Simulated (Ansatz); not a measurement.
# C₂H₇AlS₂: how energies converge with the basis set

How large a basis does C₂H₇AlS₂ need? Two functionals are run in growing sets.

Computed with Ansatz 0.2.0, Gaussian basis. Level: one geometry, several basis sets.

The runs, in order: PBE0-D4/def2-SVP; ωB97M-V/def2-SVP; PBE0-D4/def2-QZVPP; ωB97M-V/def2-QZVPP; the functionals' def2-TZVPP values are taken from earlier runs.

**1. Structure used throughout**

The geometry comes from an earlier relaxation with PBE0-D4 in a triple-zeta def2 set; it is a stationary point, not always the lowest conformer.

12 atoms, charge 0, spin multiplicity 1.

Atoms are counted from 1 here; the program's logs count them from 0.

Bond lengths: C1–Al2 1.954 Å, C1–H6 1.095 Å, C1–H7 1.092 Å, C1–H8 1.095 Å, Al2–S3 2.257 Å, Al2–S4 2.400 Å, Al2–H9 1.583 Å, S3–S4 2.075 Å, S4–C5 1.805 Å, C5–H10 1.089 Å, C5–H11 1.092 Å, C5–H12 1.088 Å. Angles: Al2–C1–H6 109.5°, Al2–C1–H7 113.4°, Al2–C1–H8 111.4°, H6–C1–H7 107.2°, H6–C1–H8 106.7°, H7–C1–H8 108.3°, C1–Al2–S3 118.9°, C1–Al2–S4 113.1°, C1–Al2–H9 123.5°, S3–Al2–S4 52.8°, S3–Al2–H9 115.8°, S4–Al2–H9 109.9°, Al2–S3–S4 67.1°, Al2–S4–S3 60.1°, Al2–S4–C5 105.5°, S3–S4–C5 104.4°, S4–C5–H10 108.8°, S4–C5–H11 106.7° and more.

**2. PBE0-D4 in def2-SVP**

File in.yaml:

```yaml
crystal:
  periodic: [false, false, false]
  atoms:
    - {symbol: C, position_ang: [-1.248614, 1.061588, 0.818797]}
    - {symbol: Al, position_ang: [-0.202746, -0.459766, 1.458000]}
    - {symbol: S, position_ang: [2.033726, -0.453639, 1.152009]}
    - {symbol: S, position_ang: [1.026184, -1.558804, -0.286525]}
    - {symbol: C, position_ang: [0.928868, -0.457318, -1.712549]}
    - {symbol: H, position_ang: [-1.666520, 1.603745, 1.673825]}
    - {symbol: H, position_ang: [-0.663520, 1.777142, 0.236502]}
    - {symbol: H, position_ang: [-2.097253, 0.734962, 0.209231]}
    - {symbol: H, position_ang: [-0.755823, -1.529579, 2.484939]}
    - {symbol: H, position_ang: [1.931710, -0.309062, -2.110697]}
    - {symbol: H, position_ang: [0.305927, -0.960610, -2.455003]}
    - {symbol: H, position_ang: [0.484961, 0.496240, -1.434531]}
basis:
  gaussian: {orbitals: def2-SVP}
hamiltonian: {xc: pbe0, dispersion: d4}
output: {orbitals: {seedname: orbitals}}
```

Command:

```
ansatz run in.yaml --threads 4 --pin off --events-out ev --progress --plain --max-ram 10444MiB
```

The runs that follow: ωB97M-V in def2-SVP; PBE0-D4 in def2-QZVPP; ωB97M-V in def2-QZVPP.

Before running them: what should the planned runs give, taken together? Wanted: PBE0-D4: double and triple zeta above quadruple; ωB97M-V: double and triple zeta above quadruple.

The runs gave:

```
                                       quantity           value
PBE0-D4: double and triple zeta above quadruple  13.43, 0.99 eV
ωB97M-V: double and triple zeta above quadruple  13.48, 0.95 eV
```

In words: For PBE0-D4 the step from double to triple zeta gains 12.44 eV and the next only 0.99 eV. These are total energies; as a rule much of such shifts cancels in differences, which this series doesn't test. The LUMO of ωB97M-V is positive and keeps falling with the basis (1.30 to 0.66 eV): an unbound level that the basis holds in place.
